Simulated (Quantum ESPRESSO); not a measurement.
# Si2C (P4/mmm) in Quantum ESPRESSO: notebook

The runs below take Si2C through phonons, with PBE.

Program: Quantum ESPRESSO 7.5. These are calculated values, not measurements. Logs are shortened: lines on timing, memory, paths and dates and some standing lists are left out, and cuts for length are marked.

### 1 The crystal as given

Symmetry: P4/mmm, No. 123, tetragonal system. Conventional cell: a = 2.669 Å, b = 2.669 Å, c = 5.532 Å, α = 90.00°, β = 90.00°, γ = 90.00°. Around Si (site symmetry 4mm) lie 5 Si at 2.39 to 2.67 Å and 4 C at 2.46 Å. C (site symmetry 4/mmm) is surrounded by 8 Si at 2.46 Å and 4 C at 2.67 Å.

The cell was built by a generator and needn't be a form met in nature.

### 2 Phonons, PBE

Contents of pw.in:

```
&CONTROL
  calculation = 'scf'
  prefix = 'pwscf'
  outdir = './tmp'
  pseudo_dir = './pseudo'
  tprnfor = .true.
  tstress = .true.
  disk_io = 'low'
/
&SYSTEM
  ibrav = 0
  celldm(1) = 8
  nat = 3
  ntyp = 2
  ecutwfc = 82
  nbnd = 12
  occupations = 'smearing'
  smearing = 'mv'
  degauss = 0.01469973
/
&ELECTRONS
  conv_thr = 6d-10
  electron_maxstep = 120
  mixing_beta = 0.5
/
ATOMIC_SPECIES
Si    28.0850 Si.upf
C     12.0110 C.upf
CELL_PARAMETERS alat
  0.6303733406826   0.0000000000000   0.0000000000000
  0.0000000000000   0.6303733406826   0.0000000000000
  0.0000000000000   0.0000000000000   1.3067887954207
ATOMIC_POSITIONS crystal
Si     0.5000000000    0.5000000000    0.2843227100
Si     0.5000000000    0.5000000000    0.7156772900
C      0.0000000000    0.0000000000    0.0000000000
K_POINTS automatic
8 8 4 0 0 0
```

Contents of relax.in:

```
&CONTROL
  calculation = 'vc-relax'
  prefix = 'pwscf'
  outdir = './tmp'
  pseudo_dir = './pseudo'
  tprnfor = .true.
  tstress = .true.
  disk_io = 'low'
  nstep = 40
  forc_conv_thr = 0.0001
  etot_conv_thr = 1d-06
/
&SYSTEM
  ibrav = 0
  celldm(1) = 8
  nat = 3
  ntyp = 2
  ecutwfc = 82
  nbnd = 12
  occupations = 'smearing'
  smearing = 'mv'
  degauss = 0.01469973
/
&ELECTRONS
  conv_thr = 6d-10
  electron_maxstep = 120
  mixing_beta = 0.5
/
&IONS
  ion_dynamics = 'bfgs'
/
&CELL
  cell_dynamics = 'bfgs'
  press = 0
  press_conv_thr = 0.2
/
ATOMIC_SPECIES
Si    28.0850 Si.upf
C     12.0110 C.upf
CELL_PARAMETERS alat
  0.6303733406826   0.0000000000000   0.0000000000000
  0.0000000000000   0.6303733406826   0.0000000000000
  0.0000000000000   0.0000000000000   1.3067887954207
ATOMIC_POSITIONS crystal
Si     0.5000000000    0.5000000000    0.2843227100
Si     0.5000000000    0.5000000000    0.7156772900
C      0.0000000000    0.0000000000    0.0000000000
K_POINTS automatic
8 8 4 0 0 0
```

Contents of scf2.in:

```
&CONTROL
  calculation = 'scf'
  prefix = 'pwscf'
  outdir = './tmp'
  pseudo_dir = './pseudo'
  tprnfor = .true.
  tstress = .true.
  disk_io = 'low'
/
&SYSTEM
  ibrav = 0
  celldm(1) = 8
  nat = 3
  ntyp = 2
  ecutwfc = 82
  nbnd = 12
  occupations = 'smearing'
  smearing = 'mv'
  degauss = 0.01469973
/
&ELECTRONS
  conv_thr = 1d-13
  electron_maxstep = 120
  mixing_beta = 0.5
  startingpot = 'file'
  startingwfc = 'file'
/
ATOMIC_SPECIES
Si    28.0850 Si.upf
C     12.0110 C.upf
CELL_PARAMETERS alat
  0.6440067038572   0.0000000000000   0.0000000000000
  0.0000000000000   0.6440067038572   0.0000000000000
  0.0000000000000   0.0000000000000   1.1197123700091
ATOMIC_POSITIONS crystal
Si     0.5000000000    0.5000000000    0.2468509910
Si     0.5000000000    0.5000000000    0.7531490090
C      0.0000000000    0.0000000000    0.0000000000
K_POINTS automatic
8 8 4 0 0 0
```

Contents of ph.in:

```
phonons of Si2C
&INPUTPH
  prefix = 'pwscf'
  outdir = './tmp'
  tr2_ph = 1d-18
  fildyn = 'dyn'
  niter_ph = 90
  alpha_mix(1) = 0.4
/
0.0000000000 0.0000000000 0.0000000000
```

Contents of dynmat.in:

```
&INPUT
  fildyn = 'dyn'
  asr = 'crystal'
  filout = 'dynmat.disp'
  fileig = 'dynmat.eig'
/
```

Potentials or basis: PseudoDojo 0.4.1 SR PBE standard.

Started as:

```
> OMP_NUM_THREADS=1 mpirun -n 4 pw.x -nk 4 -in pw.in > pw.out
> OMP_NUM_THREADS=1 mpirun -n 4 pw.x -nk 4 -in relax.in > relax.out
> OMP_NUM_THREADS=1 mpirun -n 4 pw.x -nk 4 -in scf2.in > scf2.out
> OMP_NUM_THREADS=1 mpirun -n 4 ph.x -nk 4 -in ph.in > ph.out
> OMP_NUM_THREADS=1 mpirun -n 1 dynmat.x -in dynmat.in > dynmat.out
```

pw.out:

```text
This program is part of the open-source Quantum ESPRESSO suite
     for quantum simulation of materials; please cite
[... 6 lines left out ...]
     using ibrav=0 with symmetry is DISCOURAGED, use correct ibrav instead

     K-points division:     npool     =       4
     Subspace diagonalization in iterative solution of the eigenvalue problem:
     a serial algorithm will be used

     G-vector sticks info
     --------------------
     sticks:   dense  smooth     PW     G-vecs:    dense   smooth      PW
     Sum         665     665    197                26677    26677    4421

     Using Slab Decomposition

     bravais-lattice index     =            0
     lattice parameter (alat)  =       8.0000  a.u.
     unit-cell volume          =     265.8710 (a.u.)^3
     number of atoms/cell      =            3
     number of atomic types    =            2
     number of electrons       =        12.00
     number of Kohn-Sham states=           12
     kinetic-energy cutoff     =      82.0000  Ry
     charge density cutoff     =     328.0000  Ry
     scf convergence threshold =      6.0E-10
     mixing beta               =       0.5000
     number of iterations used =            8  plain     mixing
     Exchange-correlation= PBE
                           (   1   4   3   4   0   0   0)

     celldm(1)=   8.000000  celldm(2)=   0.000000  celldm(3)=   0.000000
     celldm(4)=   0.000000  celldm(5)=   0.000000  celldm(6)=   0.000000

     crystal axes: (cart. coord. in units of alat)
               a(1) = (   0.630373   0.000000   0.000000 )
               a(2) = (   0.000000   0.630373   0.000000 )
               a(3) = (   0.000000   0.000000   1.306789 )

     reciprocal axes: (cart. coord. in units 2 pi/alat)
               b(1) = (  1.586362  0.000000  0.000000 )
               b(2) = (  0.000000  1.586362  0.000000 )
               b(3) = (  0.000000  0.000000  0.765235 )

     PseudoPot. # 1 for Si read from file:
     Si.upf
     Pseudo is Norm-conserving + core correction, Zval =  4.0
     Generated using ONCVPSP code by D. R. Hamann
     Using radial grid of 1510 points,  6 beta functions with:
                l(1) =   0
                l(2) =   0
                l(3) =   1
                l(4) =   1
                l(5) =   2
                l(6) =   2

     PseudoPot. # 2 for C  read from file:
     C.upf
     Pseudo is Norm-conserving + core correction, Zval =  4.0
     Generated using ONCVPSP code by D. R. Hamann
     Using radial grid of 1248 points,  4 beta functions with:
                l(1) =   0
                l(2) =   0
                l(3) =   1
                l(4) =   1

     atomic species   valence    mass     pseudopotential
     Si                4.00    28.08500     Si( 1.00)
     C                 4.00    12.01100     C ( 1.00)

     16 Sym. Ops., with inversion, found

   Cartesian axes

     site n.     atom                  positions (alat units)
         1        Si     tau(   1) = (   0.3151867   0.3151867   0.3715497  )
         2        Si     tau(   2) = (   0.3151867   0.3151867   0.9352391  )
         3        C      tau(   3) = (   0.0000000   0.0000000   0.0000000  )

     number of k points=    45  Marzari-Vanderbilt smearing, width (Ry)=  0.0147
                       cart. coord. in units 2pi/alat
        k(    1) = (   0.0000000   0.0000000   0.0000000), wk =   0.0078125
        k(    2) = (   0.0000000   0.0000000   0.1913086), wk =   0.0156250
        k(    3) = (   0.0000000   0.0000000  -0.3826173), wk =   0.0078125
        k(    4) = (   0.0000000   0.1982952   0.0000000), wk =   0.0312500
        k(    5) = (   0.0000000   0.1982952   0.1913086), wk =   0.0625000
        k(    6) = (   0.0000000   0.1982952  -0.3826173), wk =   0.0312500
[... 37 lines left out ...]
        k(   44) = (  -0.7931808  -0.7931808   0.1913086), wk =   0.0156250
        k(   45) = (  -0.7931808  -0.7931808  -0.3826173), wk =   0.0078125

     Dense  grid:    26677 G-vectors     FFT dimensions: (  30,  30,  64)

     Initial potential from superposition of free atoms

     starting charge      11.9987, renormalised to      12.0000
     Starting wfcs are   12 randomized atomic wfcs

     Self-consistent Calculation

     iteration #  1     ecut=    82.00 Ry     beta= 0.50
     Davidson diagonalization with overlap
     ethr =  1.00E-02,  avg # of iterations =  3.8

     total energy              =     -28.54282710 Ry
     estimated scf accuracy    <       0.13729243 Ry

     iteration #  2     ecut=    82.00 Ry     beta= 0.50
     Davidson diagonalization with overlap
     ethr =  1.14E-03,  avg # of iterations =  2.8

     total energy              =     -28.55315067 Ry
     estimated scf accuracy    <       0.41557337 Ry

     iteration #  3     ecut=    82.00 Ry     beta= 0.50
     Davidson diagonalization with overlap
     ethr =  1.14E-03,  avg # of iterations =  1.9

     total energy              =     -28.60876128 Ry
     estimated scf accuracy    <       0.00235201 Ry

     iteration #  4     ecut=    82.00 Ry     beta= 0.50
     Davidson diagonalization with overlap
     c_bands:  1 eigenvalues not converged
     ethr =  1.96E-05,  avg # of iterations =  7.0

     total energy              =     -28.60923838 Ry
     estimated scf accuracy    <       0.00036809 Ry

     iteration #  5     ecut=    82.00 Ry     beta= 0.50
     Davidson diagonalization with overlap
     c_bands:  1 eigenvalues not converged
     ethr =  3.07E-06,  avg # of iterations =  3.8

     total energy              =     -28.60927309 Ry
     estimated scf accuracy    <       0.00000628 Ry

     iteration #  6     ecut=    82.00 Ry     beta= 0.50
     Davidson diagonalization with overlap
     ethr =  5.23E-08,  avg # of iterations =  2.7

     total energy              =     -28.60927570 Ry
     estimated scf accuracy    <       0.00000045 Ry

     iteration #  7     ecut=    82.00 Ry     beta= 0.50
     Davidson diagonalization with overlap
     ethr =  3.75E-09,  avg # of iterations =  2.2

     total energy              =     -28.60927573 Ry
     estimated scf accuracy    <       0.00000016 Ry
[... 5 lines left out ...]
     total energy              =     -28.60927577 Ry
     estimated scf accuracy    <       0.00000004 Ry

     iteration #  9     ecut=    82.00 Ry     beta= 0.50
     Davidson diagonalization with overlap
     ethr =  3.16E-10,  avg # of iterations =  1.1

     total energy              =     -28.60927578 Ry
     estimated scf accuracy    <          1.1E-09 Ry

     iteration # 10     ecut=    82.00 Ry     beta= 0.50
     Davidson diagonalization with overlap
     ethr =  8.78E-12,  avg # of iterations =  3.3

     End of self-consistent calculation

          k = 0.0000 0.0000 0.0000 (  3319 PWs)   bands (ev):

    -5.6518  -0.8294  -0.3970  10.0391  10.0391  10.5894  11.4110  15.6246
    15.7146  16.6428  16.6428  17.5726

          k = 0.0000 0.0000 0.1913 (  3334 PWs)   bands (ev):

    -5.4731  -2.3948   1.7659   7.7725  10.0655  10.0655  13.4354  15.7522
    15.8671  15.8958  15.8958  17.6296

          k = 0.0000 0.0000-0.3826 (  3318 PWs)   bands (ev):

    -5.2280  -3.1735   4.4537   4.7549  10.0927  10.0927  14.2606  15.5017
    15.5017  15.6243  16.3860  16.8401

          k = 0.0000 0.1983 0.0000 (  3333 PWs)   bands (ev):

    -5.3608  -0.5196  -0.1366   8.0522  10.2138  10.6360  11.6795  13.8944
    14.1932  16.0149  16.8107  17.8220
[... 38 lines left out ...]
    -2.7755  -0.4765   2.0978   4.2534   7.6139   7.8550  11.2612  11.6410
    11.6470  17.2369  17.5518  19.3629

          k = 0.0000-0.7932 0.0000 (  3334 PWs)   bands (ev):

    -1.7320  -0.4541   3.7321   3.9165   4.3515   5.4995  11.5112  13.4532
    15.1596  17.0127  17.6956  17.7410

          k = 0.0000-0.7932 0.1913 (  3332 PWs)   bands (ev):

    -1.6725  -0.1738   2.1687   2.9593   6.6119   6.9077  11.5162  11.9263
    12.7170  17.7143  17.9350  18.7533

          k = 0.0000-0.7932-0.3826 (  3352 PWs)   bands (ev):

    -1.6083   0.4681   0.9690   2.4875   9.2611   9.4007   9.4730   9.5617
    11.5212  17.8433  18.2691  19.1530

          k = 0.1983 0.1983 0.0000 (  3329 PWs)   bands (ev):

    -5.0708  -0.2106   0.1233   8.1423   8.4085  10.7133  12.0875  13.4542
    13.8608  14.6823  15.1032  18.3149

          k = 0.1983 0.1983 0.1913 (  3349 PWs)   bands (ev):

    -4.8972  -1.7940   2.2874   7.6624   8.4936   8.8848  12.3444  13.5231
    14.0016  15.2060  15.7495  18.8680

          k = 0.1983 0.1983-0.3826 (  3344 PWs)   bands (ev):

    -4.6621  -2.5580   4.9241   5.1219   8.5899   8.6009  11.8208  13.0130
    15.2130  15.8366  16.0105  18.4731
[... 28 lines left out ...]
    -2.5061  -0.1723   2.3702   4.5382   7.7391   8.0548   9.9926  11.7654
    12.0007  14.6394  15.5072  18.9155

          k = 0.1983-0.7932 0.0000 (  3332 PWs)   bands (ev):

    -1.4790  -0.1485   4.0170   4.1809   4.6600   5.7048  10.4138  13.2573
    14.3251  14.8561  17.0198  18.5592

          k = 0.1983-0.7932 0.1913 (  3326 PWs)   bands (ev):

    -1.4212   0.1304   2.4638   3.2444   6.8809   7.0773  10.3732  12.0963
    12.8075  14.5764  16.4386  18.1055

          k = 0.1983-0.7932-0.3826 (  3340 PWs)   bands (ev):

    -1.3589   0.7660   1.2741   2.7769   9.0794   9.5474   9.6854   9.7981
    10.8915  15.0663  15.5983  17.8931

          k = 0.3966 0.3966 0.0000 (  3324 PWs)   bands (ev):

    -3.3625   1.5428   1.6244   6.0075   6.1251  10.1855  10.7730  10.9746
    11.1818  14.1344  14.3151  17.8667

          k = 0.3966 0.3966 0.1913 (  3324 PWs)   bands (ev):

    -3.2071  -0.0317   3.6131   6.1365   6.1871   8.9291   9.5262  11.9546
    12.3743  13.0398  14.6061  18.5095

          k = 0.3966 0.3966-0.3826 (  3316 PWs)   bands (ev):

    -3.0052  -0.7357   5.0955   6.0521   6.2954   8.1039   8.8785  10.8504
    13.4016  14.1566  14.3100  18.3624
[... 13 lines left out ...]
    -1.7148   0.7309   3.1639   5.3789   6.7838   8.3199   9.2248  11.5892
    11.8363  12.0051  13.1966  16.8317

          k = 0.3966-0.7932 0.0000 (  3316 PWs)   bands (ev):

    -0.7380   0.7592   4.8634   4.9229   5.5763   6.0319   8.5346  10.8675
    12.2948  13.3877  14.7708  17.0218

          k = 0.3966-0.7932 0.1913 (  3316 PWs)   bands (ev):

    -0.6857   1.0328   3.3298   4.0842   6.9913   7.6113   8.8716  11.1738
    11.7923  12.2035  14.2503  16.2624

          k = 0.3966-0.7932-0.3826 (  3344 PWs)   bands (ev):

    -0.6298   1.6452   2.1794   3.6362   7.5089   9.7167   9.9951  10.2512
    10.9494  11.9382  12.6293  15.2404

          k = 0.5949 0.5949 0.0000 (  3328 PWs)   bands (ev):

    -0.7186   2.8694   4.3868   4.5880   5.8421   8.4030   9.0489   9.2372
     9.6349  11.3639  13.2492  15.4760

          k = 0.5949 0.5949 0.1913 (  3336 PWs)   bands (ev):

    -0.6143   2.5426   4.2273   4.5318   6.4521   7.7951   8.7518   9.3408
    11.1322  11.5440  13.0535  15.0734

          k = 0.5949 0.5949-0.3826 (  3344 PWs)   bands (ev):

    -0.4927   2.1881   4.1478   4.7165   6.5264   7.1055   9.6846  10.4199
    10.4207  11.5882  13.0075  15.6710

          k = 0.5949-0.7932 0.0000 (  3340 PWs)   bands (ev):

     0.3935   2.2286   4.9631   5.6279   6.2324   7.0646   8.4010   8.4440
    10.3869  11.1479  11.8445  14.2340

          k = 0.5949-0.7932 0.1913 (  3334 PWs)   bands (ev):

     0.4324   2.4855   4.6200   4.9981   5.7242   7.5187   8.8440   9.4528
     9.9689  10.7838  13.1949  14.8028

          k = 0.5949-0.7932-0.3826 (  3340 PWs)   bands (ev):

     0.4731   3.0237   3.6394   5.0248   5.3731   8.3635   8.3692   8.8684
    11.8737  11.9072  12.4138  14.3300

          k =-0.7932-0.7932 0.0000 (  3340 PWs)   bands (ev):

     1.2539   3.8303   3.8303   4.5671   7.6707   8.6577   8.6577   8.9758
     9.0975   9.0975   9.7507  12.8710

          k =-0.7932-0.7932 0.1913 (  3344 PWs)   bands (ev):

     1.2687   3.9792   3.9792   4.7773   7.2141   7.2141   7.4857   7.5574
    11.0232  11.0232  11.5931  13.6292

          k =-0.7932-0.7932-0.3826 (  3328 PWs)   bands (ev):

     1.2837   4.1707   4.1707   5.0935   6.5139   6.5139   6.7230   7.3202
    12.5422  12.5422  13.1723  14.9223

     the Fermi energy is     9.2371 ev

!    total energy              =     -28.60927578 Ry
     estimated scf accuracy    <          1.1E-10 Ry
     smearing contrib. (-TS)   =      -0.00010671 Ry
     internal energy E=F+TS    =     -28.60916907 Ry

     The total energy is F=E-TS. E is the sum of the following terms:
     one-electron contribution =       9.20380024 Ry
     hartree contribution      =       2.30772739 Ry
     xc contribution           =     -10.13079619 Ry
     ewald contribution        =     -29.98990051 Ry

     convergence has been achieved in  10 iterations

     Forces acting on atoms (cartesian axes, Ry/au):

     atom    1 type  1   force =     0.00000000    0.00000000   -0.06998839
     atom    2 type  1   force =     0.00000000    0.00000000    0.06998839
     atom    3 type  2   force =     0.00000000    0.00000000    0.00000000

     Total force =     0.098979     Total SCF correction =     0.000014

     Computing stress (Cartesian axis) and pressure

          total   stress  (Ry/bohr**3)                   (kbar)     P=      -94.51
  -0.00049601   0.00000000   0.00000000          -72.97        0.00        0.00
   0.00000000  -0.00049601   0.00000000            0.00      -72.97        0.00
   0.00000000   0.00000000  -0.00093540            0.00        0.00     -137.60

=------------------------------------------------------------------------------=
   JOB DONE.
=------------------------------------------------------------------------------=
```

It took 2.8 min on 4 MPI ranks of Arm Neoverse V2, shared host; peak memory 0.28 GiB.

What came out:

| Property | Result |
| --- | --- |
| Free energy | -390.2093 eV |
| Relaxed volume | 11.74 Å³/atom |
| Relaxed cell | a = 2.726 Å, b = 2.726 Å, c = 4.740 Å, α = 90.00°, β = 90.00°, γ = 90.00° |
| Space group after relaxing (to 0.05 Å) | P4/mmm (No. 123) |
| Pressure after relaxing | 0.0 GPa |
| Band gap on the k mesh | none (metal or under the smearing width) |
| Highest phonon frequency at Γ | 559 cm⁻¹ |
| Most unstable mode | 343i cm⁻¹ |

Step by step:
```
step  energy change (eV)  largest force (eV/Å)  pressure (GPa)  volume (Å³)
   1              0.0000                1.7995           -9.45        39.40
   2             -0.2397                1.6554           -6.25        37.53
   3             -0.4715                1.2221           -0.58        35.48
   4             -0.7354                0.3049            6.54        33.39
   5             -0.6593                2.4185           19.40        32.06
   6             -0.8412                0.1690           10.58        32.90
   7             -0.7247                2.2418           15.13        32.93
   8             -0.8570                0.8658           11.61        32.92
   9             -0.9292                0.2771            5.61        34.05
  10             -0.9566                0.0194            0.52        35.23
  11             -0.9584                0.0379           -0.33        35.44
  12             -0.9595                0.0470           -0.65        35.48
  13             -0.9601                0.0280           -0.46        35.39
  14             -0.9603                0.0200           -0.13        35.28
  15             -0.9604                0.0097            0.02        35.23
  16             -0.9604                0.0027            0.01        35.23
  17             -0.9604                0.0000            0.00        35.23
```

Final structure:
```xyz
3
Lattice="2.7263 0.0000 0.0000 0.0000 2.7263 0.0000 0.0000 0.0000 4.7402" Properties=species:S:1:pos:R:3 pbc="T T T"
Si    1.3632    1.3632    1.1701
Si    1.3632    1.3632    3.5701
C     0.0000    0.0000    0.0000
```

Phonon frequencies in cm⁻¹ (negative: imaginary):
| q point | frequencies |
| --- | --- |
| (0.000, 0.000, 0.000) | -343 -329 -329 -116 -116 -1 0 0 559 |

Optical modes at Γ, degenerate ones joined:
| cm⁻¹ | components | symmetry | active in |
| --- | --- | --- | --- |
| 343i | 1 | A2u | IR |
| 329i | 2 | Eu | IR |
| 116i | 2 | Eg | Raman |
| 559 | 1 | A1g | Raman |

Caveat: the mesh is thin for the phonons of a metal; some modes are imaginary.

(Part 1 of 3 ends here.)
